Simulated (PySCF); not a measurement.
# C3H5GeN: the cost of one run

Computed with PySCF 2.14.0, with density-fitted response routines of our own, on a single molecule in the gas phase. Atoms count from 0, in the outputs and in this text.

### Step 1. Starting geometry

10 atoms, charge 0, multiplicity 1; geometry from: GFN2-xTB. The atoms were then displaced at random by about 0.01 Å, so the start is not that level's minimum.

Bonds of the start (Å): C0–C1 1.24, C1–Ge2 1.92, Ge2–N3 1.78, N3–C4 1.26, C0–H5 1.02, Ge2–H6 1.49, Ge2–H7 1.50, C4–H8 1.10, C4–H9 1.09.

### Step 2. Geometry optimisation at PBE0-D3(BJ)/def2-SVP

What the job is given:

```
{"job": {"xc": "PBE0", "basis": "def2-SVP", "d3": "d3bj", "grid": 1, "shake": 0.01, "kind": "geom"}, "charge": 0, "multiplicity": 1}
C      2.419280    -0.546510     0.708250
C      1.537710     0.116490     0.150770
Ge     0.064330     1.031320    -0.676510
N     -1.510040     0.253660    -0.404290
C     -1.847110    -0.790190     0.222430
H      3.169360    -1.054010     1.171800
H      0.274020     1.067750    -2.151260
H     -0.030140     2.418900    -0.113180
H     -1.137030    -1.422790     0.783130
H     -2.889950    -1.095560     0.287810
```

Run with:

```
OMP_NUM_THREADS=1 python probes_run.py task.json out
```

The driver reads the jobs from task.json and runs them one after another.

Q: Estimate the wall time and peak memory of this first job on 1 thread of Arm Neoverse N1, shared host.

About 52 s, with a peak of 0.46 GiB.
